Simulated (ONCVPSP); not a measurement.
**An ONCV potential for Ge, from input to tests**

Aim: build the potential from the settings below, then test how well it stands in for the atom: other configurations, scattering, ghost states and the plane-wave cutoff that it needs.

Program: ONCVPSP 4.0.1.1 (patched build). Reference atom: LDA (Perdew-Wang 92), scalar-relativistic, spherical and spin-unpolarised. All values are calculated.

### 1 The atom and the settings

The settings as typed:

| Quantity | Value |
| --- | --- |
| element | germanium (Ge, Z = 32) |
| type | optimised norm-conserving Vanderbilt (ONCV) |
| frozen core | [Ar] 3d10 |
| valence charge | 4 |
| reference configuration | 4s2 4p2 |
| partial waves | 4s: rc 1.30 bohr, ncon 3, nbas 8, qcut 4.9 1/bohr, 2 projectors, debl 0.6 Ha; 4p: rc 2.05 bohr, ncon 3, nbas 7, qcut 3.9 1/bohr, 1 projector; d scattering state at 0.19 Ha: rc 1.75 bohr, ncon 4, nbas 8, qcut 5.5 1/bohr, 2 projectors, debl 0.3 Ha |
| local potential | polynomial inside 0.85 bohr (lpopt 5, dvloc0 -1 Ha) |
| core correction | Teter function, fcfact 3.25, rcfact 1.6 |

The outer shells as boxes (Hund's rule for the drawing; the calculation is spin-unpolarised):

```
[Ar] core
3d [↑↓][↑↓][↑↓][↑↓][↑↓]
4s [↑↓]
4p [↑ ][↑ ][  ]
```

The nodes and maxima of the atom's own shells, from an earlier all-electron run, set the scale for the radii.

All-electron outer shells of the reference configuration (LDA (PZ), scalar-relativistic, ld1.x):

```json
{"shell": "3p", "level (eV)": "-115.38", "outermost node (bohr)": "0.23", "outermost maximum (bohr)": "0.54"}
{"shell": "3d", "level (eV)": "-29.55", "outermost node (bohr)": "–", "outermost maximum (bohr)": "0.50"}
{"shell": "4s", "level (eV)": "-11.95", "outermost node (bohr)": "0.77", "outermost maximum (bohr)": "1.73"}
{"shell": "4p", "level (eV)": "-4.05", "outermost node (bohr)": "0.82", "outermost maximum (bohr)": "2.19"}
```

### 2 The generation run

File Ge.dat:

```
# ATOM AND REFERENCE CONFIGURATION
# atsym  z   nc   nv     iexc    psfile
  Ge 32.00    6    2  -001012      upf
#
#   n    l    f
    1    0    2.00
    2    0    2.00
    2    1    6.00
    3    0    2.00
    3    1    6.00
    3    2   10.00
    4    0    2.00
    4    1    2.00
#
# PSEUDOPOTENTIAL AND OPTIMIZATION
# lmax
    2
#
#   l,   rc,      ep,       ncon, nbas, qcut
    0    1.30    0.00    3    8    4.90
    1    2.05    0.00    3    7    3.90
    2    1.75    0.19    4    8    5.50
#
# LOCAL POTENTIAL
# lloc, lpopt,  rc(5),   dvloc0
    4    5    0.85   -1.00
#
# VANDERBILT-KLEINMAN-BYLANDER PROJECTORs
# l, nproj, debl
    0    2    0.60
    1    1    1.30
    2    2    0.30
#
# MODEL CORE CHARGE
# icmod, fcfact, rcfact
    3    3.25    1.60
#
# LOG DERIVATIVE ANALYSIS
# epsh1, epsh2, depsh
   -2.00    5.00    0.02
#
# OUTPUT GRID
# rlmax, drl
    6.00    0.01
#
# TEST CONFIGURATIONS
# ncnf
    4
# nvcnf
#   n    l    f
    2
    4    0    2.00
    4    1    1.00
#
    2
    4    0    2.00
    4    1    0.00
#
    2
    4    0    1.00
    4    1    0.00
#
    2
    4    0    1.00
    4    1    2.00
#
```

Started as:

```bash
oncvpsp.x < Ge.dat > Ge.out
```

Before running it: what results should come out? Wanted: cutoffs for 1 and 0.1 mHa per electron, occupied waves; bound ghosts; GHOST(+) flags; configuration tests; largest phase difference near zero energy, channels read; rms error of d²Exc/dn², without and with the model core.

**Answer**, as computed:

| quantity | value |
| --- | --- |
| cutoffs for 1 and 0.1 mHa per electron, occupied waves | 30 Ha and 123 Ha |
| bound ghosts | s at -136.11 eV, d at -25.77 eV |
| GHOST(+) flags | s at 695 eV, d at 1467 eV (1 near or above the test basis's cutoff) |
| configuration tests | no usable energy difference |
| largest phase difference near zero energy, channels read | 3.131 rad |
| rms error of d²Exc/dn², without and with the model core | 8.04 and 0.70 mHa |

In words: It has a bound ghost (s, d), a state that the atom doesn't have, and that rules the file out. Of the tests 4 gave no usable energy difference, which is a warning in itself. The potential is of middling hardness: the looser tolerance needs 30 Ha. The tighter tolerance needs 123 Ha, and converged work needs a cutoff nearer that. At the looser tolerance the 4s wave is the slowest; 4p needs 3 Ha. Near zero energy the largest phase difference among the channels read is 3.13 rad, in the p channel. A step near π is an extra or missing state, not a misfit of shape. The pseudo curves have a pole with no partner nearby in the atom's: p at -0.12 Ha. The program also flags highly localised states, GHOST(+) (s, d). All of this concerns the isolated atom, not yet a solid.
